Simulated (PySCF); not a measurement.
# IrO: bond curves at several levels of theory

One table from this session's results is given with a row withheld; the runs are named, their logs left out.

Computed with PySCF 2.14.0. Level: Ir def2-TZVPP with ECP60, O def2-TZVPP, scalar-relativistic core potentials.

Set-up of the first run:

Settings of the job:

```json
{
  "atoms": "Ir, O",
  "charge": "0",
  "basis": "Ir def2-TZVPP with ECP60, O def2-TZVPP",
  "Hamiltonian": "scalar-relativistic core potentials",
  "basis functions": "87",
  "electrons treated": "25",
  "masses in u": "192.9629, 15.9949",
  "levels": "PBE0, PBE, r²SCAN, BLYP, M06, LDA, r²SCAN0, HSE06, HF, MP2, SCS-MP2, CCSD, CCSD(T)",
  "grid": "80 radial by 434 angular points",
  "occupations": "held fixed by the projection of orbital angular momentum",
  "dissociation limit": "Ir + O, each in its ground configuration",
  "starting distance in angstrom": "1.785",
  "values of 2S to try": "1, 3, 5, 7"
}
```

Started as:

```bash
> OMP_NUM_THREADS=1 python dia.py task.json out
```

Among the steps run: Input; First curve: PBE0; Other states along the same grid; PBE; r²SCAN; BLYP (GGA); M06 (hybrid meta-GGA); LDA; r²SCAN0 (hybrid meta-GGA); HSE06; ROHF (mean field); Adding correlation.

One table of the session follows, with a row left open; its other results are not shown here.

Energy (eV) from each level's lowest point:

| R (Å) | ROHF | ROHF-MP2 | ROHF-SCS-MP2 | ROHF-CCSD | ROHF-CCSD(T) |
| --- | --- | --- | --- | --- | --- |
| 1.471 | 1.929 | 2.445 | 2.403 | n/a | n/a |
| 1.539 | 0.759 | 1.110 | 1.079 | 1.021 | 1.137 |
| 1.607 | ? | ? | ? | ? | ? |
| 1.659 | 0.000 | 0.082 | 0.076 | 0.073 | 0.109 |
| 1.710 | 0.004 | 0.000 | 0.000 | 0.000 | 0.000 |
| 1.761 | 0.134 | 0.086 | 0.082 | 0.059 | 0.023 |
| 1.830 | 0.438 | 0.463 | 0.422 | 0.285 | 0.202 |
| 1.915 | 0.915 | 1.379 | 1.214 | 0.724 | 0.584 |
| 2.018 | 1.467 | 2.718 | 2.378 | 1.368 | 1.142 |
| 2.155 | 2.054 | 4.234 | 3.732 | n/a | n/a |

**Question.** Estimate the row for R (Å) = 1.607.

Worked estimate for «ROHF». A straight line through the neighbours (1.539, 0.759) and (1.659, 0.000) gives 0.759 + (0.000 − 0.759) × (1.607 − 1.539) / (1.659 − 1.539) = 0.329; a parabola fitted to 4 rows on both sides gives 0.143.

The run gave: ROHF: 0.168; ROHF-MP2: 0.359; ROHF-SCS-MP2: 0.342; ROHF-CCSD: 0.321; ROHF-CCSD(T): 0.392. In «ROHF» the line misses by +0.161 and the parabola by -0.025.

Caveats from the session: The state is the lowest single determinant that the PBE0 search found; with open d or f shells the true ground state can be another one. At some levels the lowest empty orbital lies below the highest filled one (the two can be of opposite spin).
